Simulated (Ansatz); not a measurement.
# One shape, several levels: triplet AgI

Aim: a comparison of 6 runs (UHF/3-21G, U-r2SCAN/def2-TZVPPD, U-revPBE/def2-TZVPPD, UPBE/def2-TZVPPD, UMP2/def2-TZVPPD, UCCSD/def2-TZVPPD) of triplet AgI. 

The results are computed with Ansatz 0.2.0.

16 further runs of the same task are left out: 16 set aside as unsound or not needed.

## 1. The system as given

AgI: 2 atoms, total charge 0, spin state triplet. SMILES of the parent species: `[Ag][I]`. The bond length is the one measured for the parent species. That shape belongs to the parent species and isn't relaxed for this state.

Bond lengths: Ag1–I2 2.545 Å.

## 2. A single-point energy at UHF/3-21G (run 1)

File molecule.yaml:

```yaml
crystal:
  periodic: [false, false, false]
  atoms:
    - {symbol: Ag, position_ang: [0.000000, 0.000000, 0.000000]}
    - {symbol: I, position_ang: [0.000000, 0.000000, 2.544621]}
basis:
  gaussian:
    orbitals: 3-21G-spherical.json
hamiltonian:
  xc: hf
magnetization:
  spin_polarized: true
  initial_magnetization: 2
output:
  orbitals: {seedname: orbitals}
accuracy: high
```

The basis set 3-21G is read from a file made from the Basis Set Exchange's data (not shown).

Launch:

```sh
$ ansatz run molecule.yaml --threads 1 --pin off --max-ram 3480MiB --events-out events.jsonl --progress --plain --runs-dir runs
```

The program printed:

```text
Warning: RAYON_NUM_THREADS=1 ignored (pool sized by the plan → 1); use --threads N
Functional definition: HF
  name "HF"
  exchange = exact_x
  correlation = 0
1306 factors; integrals over basis functions are off by at most 4.9e-9 eV
mean field evaluation 1: about -328186.8766 eV, gradient 2.2e1 eV
mean field evaluation 2: about -328187.0861 eV, gradient 2.2e1 eV
mean field evaluation 4: about -328189.5785 eV, gradient 1.6e0 eV
mean field evaluation 8: about -328189.6642 eV, gradient 2.2e-1 eV
mean field evaluation 16: about -328189.6662 eV, gradient 2.1e-8 eV
mean field evaluation 32: about -328189.3462 eV, gradient 4.3e0 eV
mean field evaluation 64: about -328187.2728 eV, gradient 4.2e-1 eV
mean field evaluation 96: about -328189.3543 eV, gradient 1.1e0 eV
mean field evaluation 128: about -328189.4098 eV, gradient 3.8e-1 eV
mean field -328189.66623792 eV, -12060.7477792981 hartree, gradient 6.1e-8 eV, S^2 2.002820; 4 other end points of the search recorded, 0 dependent functions left out
reference -328189.66623792 eV, -12060.7477792981 hartree; 51, 49 occupied and 16, 18 virtual orbitals, 1306 factors
Total energy: -328189.66623792 eV, -12060.7477792981 hartree
```

Wall time 11 s (1 thread of Arm Neoverse V2, shared host); peak memory 0.4 GiB.

## 3. A single-point energy at U-r2SCAN/def2-TZVPPD (core potential) (run 2)

File job.yaml:

```yaml
crystal:
  periodic: [false, false, false]
  atoms:
    - symbol: Ag
      position_ang: [0.000000, 0.000000, 0.000000]
    - symbol: I
      position_ang: [0.000000, 0.000000, 2.544621]
basis:
  gaussian: {orbitals: def2-TZVPPD.json}
magnetization: {spin_polarized: true, initial_magnetization: 2}
hamiltonian: {xc: {name: r2SCAN}}
accuracy: high
output: {orbitals: {seedname: orbitals}}
```

The basis set def2-TZVPPD is read from a file made from the Basis Set Exchange's data (not shown).

Launch:

```sh
$ ansatz run job.yaml --threads 1 --pin off --max-ram 3480MiB --events-out events.jsonl --progress --plain --runs-dir runs
```

The program printed, cut to the lines that bear on the results:

```text
Warning: RAYON_NUM_THREADS=1 ignored (pool sized by the plan → 1); use --threads N
Functional definition: r2SCAN
  name "r2SCAN"
[...]
1775 factors; integrals over basis functions are off by at most 3.4e-9 eV
[...]
mean field -12104.13406601 eV, -444.8187224492 hartree, gradient 3.8e-8 eV, S^2 2.007866; 9 other end points of the search recorded, 0 dependent functions left out
reference -12104.13407375 eV, -444.8187227334 hartree; 23, 21 occupied and 92, 94 virtual orbitals, 1775 factors
Total energy: -12104.13407375 eV, -444.8187227334 hartree
```

Wall time 1.9 min (1 thread of Arm Neoverse V2, shared host); peak memory 0.57 GiB.

Run 3 isn't shown in full; the table further down has it.

## 4. A single-point energy at UPBE/def2-TZVPPD (core potential) (run 4)

File input.yaml:

```yaml
basis:
  gaussian: {orbitals: def2-TZVPPD.json}
crystal:
  periodic: [false, false, false]
  atoms:
    - {symbol: Ag, position_ang: [0.000000, 0.000000, 0.000000]}
    - {symbol: I, position_ang: [0.000000, 0.000000, 2.544621]}
accuracy: high
hamiltonian: {xc: pbe}
output: {orbitals: {seedname: orbitals}}
magnetization: {spin_polarized: true, initial_magnetization: 2}
```

The basis set def2-TZVPPD is read from a file made from the Basis Set Exchange's data (not shown).

Launch:

```sh
$ ansatz run input.yaml --threads 1 --pin off --max-ram 3480MiB --events-out events.jsonl --progress --plain --runs-dir runs
```

The program printed, cut to the lines that bear on the results:

```text
Warning: RAYON_NUM_THREADS=1 ignored (pool sized by the plan → 1); use --threads N
Functional definition: PBE
  name "PBE"
[...]
1775 factors; integrals over basis functions are off by at most 3.4e-9 eV
[...]
mean field -12099.66860773 eV, -444.6546198841 hartree, gradient 4.7e-8 eV, S^2 2.003048; 10 other end points of the search recorded, 0 dependent functions left out
reference -12099.66861156 eV, -444.6546200249 hartree; 23, 21 occupied and 92, 94 virtual orbitals, 1775 factors
Total energy: -12099.66861156 eV, -444.6546200249 hartree
```

Run time: 45 s. Hardware: 1 thread of Arm Neoverse V2, shared host; peak memory 0.39 GiB.

Run 5 isn't shown in full; the table further down has it.

## 5. A single-point energy at UCCSD/def2-TZVPPD (core potential) (run 6)

File in.yaml:

```yaml
crystal:
  periodic: [false, false, false]
  atoms:
    - {symbol: Ag, position_ang: [0.000000, 0.000000, 0.000000]}
    - {symbol: I, position_ang: [0.000000, 0.000000, 2.544621]}
basis:
  gaussian:
    orbitals: def2-TZVPPD.json
magnetization:
  spin_polarized: true
  initial_magnetization: 2
correlation:
  method: ccsd
  frozen_orbitals: {Ag: 0, I: 4}
accuracy: high
scf:
  omitted_lower_state_checks: [cluster_reference, increment]
```

The basis set def2-TZVPPD is read from a file made from the Basis Set Exchange's data (not shown).

Launch:

```sh
$ ansatz run in.yaml --threads 1 --pin off --max-ram 3480MiB --events-out events.jsonl --progress --plain --runs-dir runs
```

The program printed:

```text
Warning: RAYON_NUM_THREADS=1 ignored (pool sized by the plan → 1); use --threads N
[... 18 lines left out ...]
4 core orbitals not correlated: weight in the atoms' cores, before any rotation towards them, 1.000 or more for the frozen orbitals, at most 0.000 for the correlated occupied ones
[... 29 lines left out ...]
Total energy: -12077.28846622 eV, -443.8321648533 hartree
Checks for a lower state left out: cluster_reference, increment
```

Wall time 71 s (1 thread of Arm Neoverse V2, shared host); peak memory 1.3 GiB.

## 6. The series

```tsv
run	level	core potential	frozen core orbitals	energy (Eh)	HOMO energy (eV)	⟨S²⟩	wall time
1	UHF/3-21G	none	–	-12060.747779	-4.74	2.003	11 s
2	U-r2SCAN/def2-TZVPPD (core potential)	def2-TZVPPD	–	-444.818723	-4.17	2.008	1.9 min
3	U-revPBE/def2-TZVPPD (core potential)	def2-TZVPPD	–	-444.754403	-3.87	2.004	43 s
4	UPBE/def2-TZVPPD (core potential)	def2-TZVPPD	–	-444.654620	-3.94	2.003	45 s
5	UMP2/def2-TZVPPD (core potential)	def2-TZVPPD	4	-443.891139	–	2.014	27 s
6	UCCSD/def2-TZVPPD (core potential)	def2-TZVPPD	4	-443.832165	–	2.014	71 s
```

## 7. Outcome

| quantity | value |
| --- | --- |
| run 6: total energy | -443.83216 Eh |
| run 6: correlation energy (4 core orbitals frozen) | -1090.6 mEh |
| run 6: ⟨S²⟩ of the reference determinant | 2.014 |
| run 6: T1 diagnostic | 0.021 |

What this shows: Totals of different functionals can't be ranked against each other. Some runs of one species differ in core potentials or relativity; totals across that change don't compare. In run 1 relativity is left out where basis or elements ask for it. All runs together took 5.1 min, the longest 1.9 min.
